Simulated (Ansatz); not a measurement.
# FH3N2Si: the cost of one run

Program: Ansatz 0.2.0, Gaussian basis. Level of theory: PBE0-D4/def2-SVP. These are calculated values, not measurements.

### 1 Where the work starts

The start, a pair relaxed at PBE0-D4: 7 atoms, charge 0, spin multiplicity 1.

Atoms are counted from 1 here; the program's logs count them from 0.

Bond lengths: N1–N2 1.089 Å, Si3–F4 1.601 Å, Si3–H5 1.481 Å, Si3–H6 1.482 Å, Si3–H7 1.481 Å. Angles: F4–Si3–H5 108.5°, F4–Si3–H6 108.0°, F4–Si3–H7 108.5°, H5–Si3–H6 110.5°, H5–Si3–H7 110.8°, H6–Si3–H7 110.5°.

Geometry (Å):

```xyz
7
FH3N2Si
N     0.5158    0.1477   -2.3252
N     0.2481   -0.3046   -3.2793
Si   -0.1307    0.0592    1.1416
F    -0.9446   -0.9893    0.2462
H     1.3169   -0.2099    0.9804
H    -0.5406   -0.1304    2.5534
H    -0.4651    1.4274    0.6830
```

### 2 The run

The input, md/in.yaml:

```yaml
crystal:
  periodic: [false, false, false]
  atoms:
    - {symbol: N, position_ang: [0.515774, 0.147687, -2.325239]}
    - {symbol: N, position_ang: [0.248134, -0.304598, -3.279321]}
    - {symbol: Si, position_ang: [-0.130658, 0.059232, 1.141570]}
    - {symbol: F, position_ang: [-0.944594, -0.989279, 0.246153]}
    - {symbol: H, position_ang: [1.316935, -0.209915, 0.980435]}
    - {symbol: H, position_ang: [-0.540636, -0.130392, 2.553362]}
    - {symbol: H, position_ang: [-0.465055, 1.427364, 0.683039]}
basis:
  gaussian: {orbitals: def2-SVP}
hamiltonian: {xc: pbe0, dispersion: d4}
md: {n_steps: 40, timestep: 1.0, temperature: 200, ensemble: nvt_langevin, seed: 552, friction: 0.002, initial_velocities: maxwell_boltzmann}
```

On the command line:

```bash
ansatz run in.yaml --threads 4 --pin off --events-out ev --progress --plain --max-ram 9574MiB
```

**Question.** How long does this run take on 4 threads of Arm Neoverse V2, shared host?

About 23 s.
